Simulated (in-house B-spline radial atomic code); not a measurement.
# Yb⁷⁺: binding energies from hole states

How much more does a second hole in Yb⁷⁺ cost because of the first?

The numbers are computed with in-house B-spline radial atomic code version 1 (Dirac-Hartree-Fock, average of configuration, Fermi nucleus, basis-set limit), except any that are marked as measured or tabulated.

## Step 1: Starting point

```
element       : ytterbium (Z = 70)
charge        : +7
electrons     : 63
configuration : [Kr] 4d10 4f12 5s2 5p3
Hamiltonian   : Dirac-Coulomb
nucleus       : Fermi, rms radius 5.311 fm
```

The outer shells:

[Kr] 4d10 4f12 5s2 5p3
```
[Kr] core
4d [↑↓][↑↓][↑↓][↑↓][↑↓]
4f [↑↓][↑↓][↑↓][↑↓][↑↓][↑ ][↑ ]
5s [↑↓]
5p [↑ ][↑ ][↑ ]
```

The boxes draw the filling by Hund's rule, which heavy ions in jj coupling don't follow; these runs average over all states of the configuration.

Settings, as recorded:

```ini
Z = 70
electrons = 63.0
configuration = [Kr] 4d10 4f12 5s2 5p3
hamiltonian = dirac
method = hf
spin_polarised = False
nucleus = fermi
rms_radius = 5.3108
mass_number = 174
atomic_mass = 173.938867545
speed_of_light = 137.035999084
```

This reference run was done before. Its total energy is -14054.079498 hartree, and its levels are (the highest eight at most):

```tsv
orbital	occupation	energy (eV)	<r> (bohr)
4p3/2	4	-477.90	0.5263
4d3/2	4	-324.92	0.5501
4d5/2	6	-315.24	0.5611
5s1/2	2	-163.65	1.137
5p1/2	1	-136.25	1.225
5p3/2	2	-127.83	1.294
4f5/2	5.14286	-127.54	0.6570
4f7/2	6.85714	-125.97	0.6652
```

Single holes known from earlier runs (ΔSCF): 1s 61740.4 eV, 2s 10651.2 eV, 2p3/2 9087.55 eV, 3p1/2 2305.53 eV, 3p3/2 2080.48 eV, 3d5/2 1651.27 eV, 4s 614.34 eV, 4p3/2 470.55 eV, 5s 162.84 eV.

## Step 2: The 2s and 2p3/2 holes

In configurations, a minus sign after the shell means j = l − 1/2 and a plus sign j = l + 1/2; the count of electrons follows.

Settings, as recorded:

```ini
Z = 70
electrons = 61.0
configuration = 1s2 2s1 2p-2 2p+3 3s2 3p6 3d10 4s2 4p6 4d10 4f12 5s2 5p3
hamiltonian = dirac
method = hf
spin_polarised = False
nucleus = fermi
rms_radius = 5.3108
mass_number = 174
atomic_mass = 173.938867545
speed_of_light = 137.035999084
```

## Step 3: The 4s and 5s holes

Settings: those of step 2 with these lines changed.

```diff
@@ -2,3 +2,3 @@
 electrons = 61.0
-configuration = 1s2 2s1 2p-2 2p+3 3s2 3p6 3d10 4s2 4p6 4d10 4f12 5s2 5p3
+configuration = 1s2 2s2 2p6 3s2 3p6 3d10 4s1 4p6 4d10 4f12 5s1 5p3
 hamiltonian = dirac
```

## Step 4: The 2p3/2 and 3d5/2 holes

Settings: those of step 3 with these lines changed.

```diff
@@ -2,3 +2,3 @@
 electrons = 61.0
-configuration = 1s2 2s2 2p6 3s2 3p6 3d10 4s1 4p6 4d10 4f12 5s1 5p3
+configuration = 1s2 2s2 2p-2 2p+3 3s2 3p6 3d-4 3d+5 4s2 4p6 4d10 4f12 5s2 5p3
 hamiltonian = dirac
```

## Step 5: The 3p3/2 and 4p3/2 holes

Settings: those of step 4 with these lines changed.

```diff
@@ -2,3 +2,3 @@
 electrons = 61.0
-configuration = 1s2 2s2 2p-2 2p+3 3s2 3p6 3d-4 3d+5 4s2 4p6 4d10 4f12 5s2 5p3
+configuration = 1s2 2s2 2p6 3s2 3p-2 3p+3 3d10 4s2 4p-2 4p+3 4d10 4f12 5s2 5p3
 hamiltonian = dirac
```

## Step 6: The 3p3/2 and 3p1/2 holes

Settings: those of step 5 with these lines changed.

```diff
@@ -2,3 +2,3 @@
 electrons = 61.0
-configuration = 1s2 2s2 2p6 3s2 3p-2 3p+3 3d10 4s2 4p-2 4p+3 4d10 4f12 5s2 5p3
+configuration = 1s2 2s2 2p6 3s2 3p-1 3p+3 3d10 4s2 4p6 4d10 4f12 5s2 5p3
 hamiltonian = dirac
```

## Step 7: The 1s and 1s holes

Settings: those of step 6 with these lines changed.

```diff
@@ -2,3 +2,3 @@
 electrons = 61.0
-configuration = 1s2 2s2 2p6 3s2 3p-1 3p+3 3d10 4s2 4p6 4d10 4f12 5s2 5p3
+configuration = 2s2 2p6 3s2 3p6 3d10 4s2 4p6 4d10 4f12 5s2 5p3
 hamiltonian = dirac
```

**Question.** What does each hole state cost in eV, and how does that compare with the orbital energies or single holes?

**Answer**, as computed:

| two holes | ΔSCF (eV) | less the two single holes (eV) |
| --- | --- | --- |
| 2s and 2p3/2 | 19925.1 | 186.33 |
| 4s and 5s | 798.27 | 21.09 |
| 2p3/2 and 3d5/2 | 10829.7 | 90.85 |
| 3p3/2 and 4p3/2 | 2582.51 | 31.48 |
| 3p3/2 and 3p1/2 | 4447.27 | 61.27 |
| 1s and 1s | 124639.3 | 1158.51 |

What this shows: Two holes cost more than the sum of each, because the second electron leaves a more charged ion. The excess runs from 21.1 eV (4s and 5s) to 1158.5 eV (1s and 1s); it tends to be largest where both holes are compact. Two partly filled shells share a symmetry and can mix in the average, which may lower the energy, in these hole states: 2s and 2p3/2; 4s and 5s; 2p3/2 and 3d5/2; 3p3/2 and 4p3/2; 3p3/2 and 3p1/2; 2p3/2; 3p1/2; 3p3/2; 4p3/2. Values are for the free ion, measured from the vacuum level.
